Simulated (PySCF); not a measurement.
# C13H9FO ([1,1′-Biphenyl]-2-carbonyl fluoride (2b)): the cost of one run

Computed with PySCF 2.14.0 and routines of our own; the level stands in each step. Atoms count from 0.

## Step 1: The starting structure

24 atoms, charge 0, multiplicity 1; geometry from: GFN2-xTB.

## Step 2: NMR shifts: GIAO KT3/pcSseg-1

What the job is given:

```
{"job": {"kind": "nmr", "xc": "KT3", "basis": "pcSseg-1", "pop": false}, "charge": 0, "multiplicity": 1}
O      0.025774     2.284226     1.257270
C     -1.074403     1.854244     1.169136
F     -2.105497     2.613787     1.671122
C     -1.559528     0.601678     0.594909
C     -2.923170     0.294135     0.596889
C     -3.372515    -0.891178     0.051531
C     -2.466750    -1.784076    -0.502469
C     -1.115658    -1.487919    -0.508837
C     -0.641555    -0.300464     0.035089
C      0.812677    -0.040616    -0.001140
C      1.626926    -0.489124     1.030694
C      2.995666    -0.304881     0.964461
C      3.559752     0.322539    -0.132844
C      2.751793     0.767580    -1.164865
C      1.382638     0.585002    -1.102334
H     -3.625364     0.990992     1.028397
H     -4.426944    -1.122466     0.056077
H     -2.814413    -2.712772    -0.930707
H     -0.407418    -2.180737    -0.939408
H      1.182134    -0.980049     1.883958
H      3.623291    -0.656408     1.770031
H      4.628825     0.464909    -0.183720
H      3.188782     1.254480    -2.024209
H      0.747916     0.928976    -1.905931
```

Method: GIAO KT3/pcSseg-1 NMR shielding, non-relativistic, gas phase.

Run with:

```console
> OMP_NUM_THREADS=1 python large_run.py task.json out
```

One launch serves the whole session: the jobs run in the order shown.

**Question.** How long does this job take on 1 thread of Arm Neoverse N1, shared host, and how much memory does it need?

About 35 s, with a peak of 0.54 GiB.
